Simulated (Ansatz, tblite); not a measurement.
**C₁₈H₈F₆S₄: rung by rung**

An exercise on one series of results from a longer session: the logs are not shown, and one member is left open.

Computed with Ansatz 0.2.0, Gaussian basis. Level: as each input shows.

Plan: GFN1-xTB, GFN2-xTB, PBE-D4/def2-TZVP, r2SCAN-D4/def2-TZVP, PBE-D4/def2-SVP, PBE0-D4/def2-SVP.

1 further run of the same task is left out (set aside as unsound or not needed).

### The structure

The geometry is that of the singlet, from an earlier relaxation (PBE-D4/def2-SVP).

SMILES `FC(F)(F)c1ccc(-c2ccc(-c3ccc(-c4ccc(C(F)(F)F)s4)s3)s2)s1`, 36 atoms, charge 0, spin multiplicity 1.

Bond lengths: F1–C2 1.352 Å, C2–F3 1.357 Å, C2–F4 1.356 Å, C2–C5 1.497 Å, C5–C6 1.385 Å, C5–S28 1.738 Å, C6–C7 1.418 Å, C6–H29 1.098 Å, C7–C8 1.396 Å, C7–H30 1.098 Å, C8–C9 1.446 Å, C8–S28 1.750 Å, C9–C10 1.396 Å, C9–S27 1.750 Å, C10–C11 1.413 Å, C10–H31 1.098 Å, C11–C12 1.397 Å, C11–H32 1.099 Å and more. Angles: F1–C2–F3 107.7°, F1–C2–F4 107.8°, F1–C2–C5 110.5°, F3–C2–F4 106.5°, F3–C2–C5 112.1°, F4–C2–C5 112.0°, C2–C5–C6 127.2°, C2–C5–S28 121.0°, C6–C5–S28 111.8°, C5–C6–C7 112.7°, C5–C6–H29 122.5°, C7–C6–H29 124.7°, C6–C7–C8 113.1°, C6–C7–H30 124.1°, C8–C7–H30 122.8°, C7–C8–C9 128.1°, C7–C8–S28 110.7°, C9–C8–S28 121.2° and more.

PBE0-D4/def2-TZVP was run before; its log isn't repeated, and its numbers join the tables.

The first run:

Tight binding, by tblite at 300 K electronic temperature and without a spin-polarisation term:

```python
tblite.interface.Calculator('GFN1-xTB', numbers, positions, charge=0, uhf=0).singlepoint()
```

Tight binding, by tblite at 300 K electronic temperature and without a spin-polarisation term:

```python
tblite.interface.Calculator('GFN2-xTB', numbers, positions, charge=0, uhf=0).singlepoint()
```

start.molden holds the orbitals of an earlier run on this state, given as this run's starting guess.

Contents of in.yaml:

```yaml
crystal:
  periodic: [false, false, false]
  atoms:
    - {symbol: F, position_ang: [-9.290534, -0.330923, 0.001990]}
    - {symbol: C, position_ang: [-8.225780, 0.256214, 0.593761]}
    - {symbol: F, position_ang: [-8.411530, 1.598834, 0.538243]}
    - {symbol: F, position_ang: [-8.242351, -0.081725, 1.907227]}
    - {symbol: C, position_ang: [-6.955448, -0.164194, -0.077158]}
    - {symbol: C, position_ang: [-6.823608, -1.000241, -1.173062]}
    - {symbol: C, position_ang: [-5.471161, -1.199899, -1.550638]}
    - {symbol: C, position_ang: [-4.567934, -0.508537, -0.741795]}
    - {symbol: C, position_ang: [-3.126300, -0.474807, -0.842626]}
    - {symbol: C, position_ang: [-2.332507, -0.843116, -1.930102]}
    - {symbol: C, position_ang: [-0.947862, -0.693230, -1.690413]}
    - {symbol: C, position_ang: [-0.651265, -0.203435, -0.415724]}
    - {symbol: C, position_ang: [0.632837, 0.078977, 0.173322]}
    - {symbol: C, position_ang: [0.934262, 0.578815, 1.442561]}
    - {symbol: C, position_ang: [2.320533, 0.725933, 1.674985]}
    - {symbol: C, position_ang: [3.111035, 0.342879, 0.590246]}
    - {symbol: C, position_ang: [4.548782, 0.351413, 0.457582]}
    - {symbol: C, position_ang: [5.333603, -0.017657, -0.635934]}
    - {symbol: C, position_ang: [6.725235, 0.121606, -0.399238]}
    - {symbol: C, position_ang: [7.004956, 0.595714, 0.870817]}
    - {symbol: C, position_ang: [8.353459, 0.864800, 1.462339]}
    - {symbol: F, position_ang: [8.502700, 2.165209, 1.818870]}
    - {symbol: F, position_ang: [9.328490, 0.566335, 0.574517]}
    - {symbol: F, position_ang: [8.573456, 0.130481, 2.581534]}
    - {symbol: S, position_ang: [5.556428, 0.875511, 1.790757]}
    - {symbol: S, position_ang: [2.104737, -0.208724, -0.732911]}
    - {symbol: S, position_ang: [-2.126872, 0.053510, 0.493767]}
    - {symbol: S, position_ang: [-5.413105, 0.402522, 0.490629]}
    - {symbol: H, position_ang: [-7.686593, -1.459041, -1.672410]}
    - {symbol: H, position_ang: [-5.152504, -1.851382, -2.374747]}
    - {symbol: H, position_ang: [-2.756456, -1.189433, -2.881894]}
    - {symbol: H, position_ang: [-0.168739, -0.925224, -2.429903]}
    - {symbol: H, position_ang: [0.159069, 0.829729, 2.179980]}
    - {symbol: H, position_ang: [2.746879, 1.105387, 2.614249]}
    - {symbol: H, position_ang: [4.903433, -0.378112, -1.580496]}
    - {symbol: H, position_ang: [7.510666, -0.114210, -1.128317]}
basis:
  gaussian: {orbitals: def2-TZVP, fitting: {mean_field: def2-universal-jkfit}, initial_orbitals: start.molden}
hamiltonian: {xc: pbe, dispersion: d4}
scf: {omitted_lower_state_checks: [starts]}
output: {forces: true, orbitals: {seedname: orbitals}}
```

Started as:

```bash
$ ansatz run in.yaml --threads 2 --pin off --events-out ev --progress --plain --max-ram 32768MiB --backend cuda --devices 0, --max-vram 18GiB
```

Among the steps run: PBE-D4/def2-TZVP; r2SCAN-D4/def2-TZVP; PBE-D4/def2-SVP; PBE0-D4/def2-SVP.

One table of the session follows, with a row left open; its other results are not shown here.

It belongs to the step «Binding energy». 

```
              level  binding an atom (eV)
    PBE-D4/def2-SVP                     ?
   PBE-D4/def2-TZVP                 5.317
r2SCAN-D4/def2-TZVP                 5.103
   PBE0-D4/def2-SVP                 5.230
  PBE0-D4/def2-TZVP                 5.146
```

Q: Estimate the row for PBE-D4/def2-SVP from the others.

The run gave: binding an atom (eV): 5.412. In the column «binding an atom (eV)» it is the highest.

Limits of these values: Free atoms were run apart at each level; binding is atoms less cluster, divided by the number of atoms, without zero-point or spin-orbit terms.
